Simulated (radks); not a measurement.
**Ionisation of Xe⁺: one atom, several choices of exchange strength α**

The task here is to estimate one member of a computed series from the others.

The numbers are computed with radks (a radial shooting solver on a logarithmic mesh, Libxc functionals) version 1 (scalar-relativistic Kohn-Sham, spin-unpolarised, spherical densities, finite nucleus), except any that are marked as measured or tabulated.

## Starting point

```
element       : xenon (Z = 54)
charge        : +1
electrons     : 53
configuration : [Kr] 4d10 5s2 5p5
ion           : Xe²⁺, [Kr] 4d10 5s2 5p4
choices       : α = 0.601; α = 0.667; α = 0.728; α = 0.76; α = 0.855; α = 0.979
```

Outer shells as boxes (Hund's rule):

Xe⁺
```
[Kr] core
4d [↑↓][↑↓][↑↓][↑↓][↑↓]
5s [↑↓]
5p [↑↓][↑↓][↑ ]
```

Xe²⁺
```
[Kr] core
4d [↑↓][↑↓][↑↓][↑↓][↑↓]
5s [↑↓]
5p [↑↓][↑ ][↑ ]
```

The first run:

Input:

```text
Z 54
configuration [Kr] 4d10 5s2 5p5
relativity scalar-relativistic
functional xalpha 0.601
spin unpolarised
nucleus finite rms 4.7859 fm
c 137.035999084
```

Among the steps run: α = 0.601: Xe⁺.

One table of the session follows, with a row left open; its other results are not shown here.

It belongs to the step «α = 0.601: Xe⁺». From the orbitals of this run (lengths in bohr):

| level | <r> | outermost maximum (interpolated) | 90 % within | nodes |
| --- | --- | --- | --- | --- |
| 3s | 0.3074 | 0.280 | 0.452 | 2 |
| 3p | 0.3054 | 0.274 | 0.458 | 1 |
| 3d | ? | ? | ? | ? |
| 4s | 0.7188 | 0.662 | 1.04 | 3 |
| 4p | 0.7679 | 0.695 | 1.12 | 2 |
| 4d | 0.8830 | 0.751 | 1.34 | 1 |
| 5s | 1.837 | 1.62 | 2.67 | 4 |
| 5p | 2.231 | 1.89 | 3.32 | 3 |

Q: Estimate the row for 3d from the others.

As computed: <r>: 0.2818; outermost maximum (interpolated): 0.226; 90 % within: 0.442; nodes: 0. In the column «<r>» it is the lowest.

To keep in mind: Spin polarisation and multiplet splitting are left out, so open shells lie too high by an amount that depends on their filling.
